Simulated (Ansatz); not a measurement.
# CH₄AlBrSe, SMILES C[Se][AlH][Br]: a rigid scan of one bond length

Program: Ansatz 0.2.0 through its Python package.

Typed at the interpreter:
```pycon
>>> import ansatz as az
>>> from ase import Atoms
>>> import numpy as np
>>> config = {
...     "basis": "def2-SVP",
...     "xc": "pbe",
... }
>>> atoms = Atoms(["C", "Se", "Al", "Br", "H", "H", "H", "H"], positions=[
...     (0.2717, 1.3695, -0.0366),
...     (0.7489, 0.184, 1.3653),
...     (-0.3789, -1.6696, 0.287),
...     (0.8882, -2.9498, -1.3223),
...     (0.6437, 1.0689, -1.0366),
...     (-0.8838, 1.4776, -0.1151),
...     (0.6426, 2.4281, 0.1862),
...     (-1.8403, -1.9658, 0.6163),
... ])
>>> mol = az.Crystal.molecule_from_ase(atoms)
>>> symbols = [site.symbol for site in mol.cartesian_sites]
>>> start = np.array([site.position_ang for site in mol.cartesian_sites])
>>> axis = (start[1] - start[0]) / np.linalg.norm(start[1] - start[0])
>>> moving = [1, 2, 3, 7]
>>> lengths, energies = [1.669, 1.745, 1.821, 1.897, 1.973, 2.049, 2.125, 2.238], []
>>> for length in lengths:
...     xyz = start.copy()
...     xyz[moving] += (length - np.linalg.norm(start[1] - start[0])) * axis
...     point = az.Crystal.molecule()
...     for symbol, place in zip(symbols, xyz):
...         point = point.atom(symbol, place.tolist())
...     model = point.calculation().basis(gaussian=config["basis"]).functional(config["xc"])
...     summary = model.run().report
...     energies.append(summary["free_energy_ev"])
...     print(f"r = {length:6.3f} A  E = {energies[-1]:.5f} eV  <S^2> = {abs(summary['mean_field']['state']['spin_squared']):.3f}")
...
r =  1.669 A  E = -143050.97957 eV  <S^2> = 0.000
r =  1.745 A  E = -143051.61709 eV  <S^2> = 0.000
r =  1.821 A  E = -143051.99921 eV  <S^2> = 0.000
r =  1.897 A  E = -143052.19613 eV  <S^2> = 0.000
r =  1.973 A  E = -143052.25954 eV  <S^2> = 0.000
r =  2.049 A  E = -143052.22772 eV  <S^2> = 0.000
r =  2.125 A  E = -143052.12888 eV  <S^2> = 0.000
r =  2.238 A  E = -143051.90144 eV  <S^2> = 0.000
>>> # quartic fit about the minimum
>>> fit = np.polynomial.Polynomial.fit(lengths, np.array(energies) - min(energies), 4).convert()
>>> roots = [r.real for r in fit.deriv().roots() if abs(r.imag) < 1e-9 and fit.deriv(2)(r.real) > 0]
>>> r_e = min(roots, key=lambda r: abs(r - lengths[int(np.argmin(energies))]))
>>> print(f"minimum of the fit at {r_e:.4f} A, force constant {fit.deriv(2)(r_e):.2f} eV/A^2")
minimum of the fit at 1.9805 A, force constant 15.52 eV/A^2
```

Caveats:
- Total energies depend on the basis set; only differences at equal settings carry meaning.
- The rest of the molecule is held rigid at a force-field or estimated start geometry, and the basis set is modest; single-reference methods fail as a bond breaks.
- The orbitals are restricted, so S² is zero by construction.
- Timing: 29 s on 1 thread of Arm Neoverse V1, with other jobs on the host, peak memory 0.23 GiB.
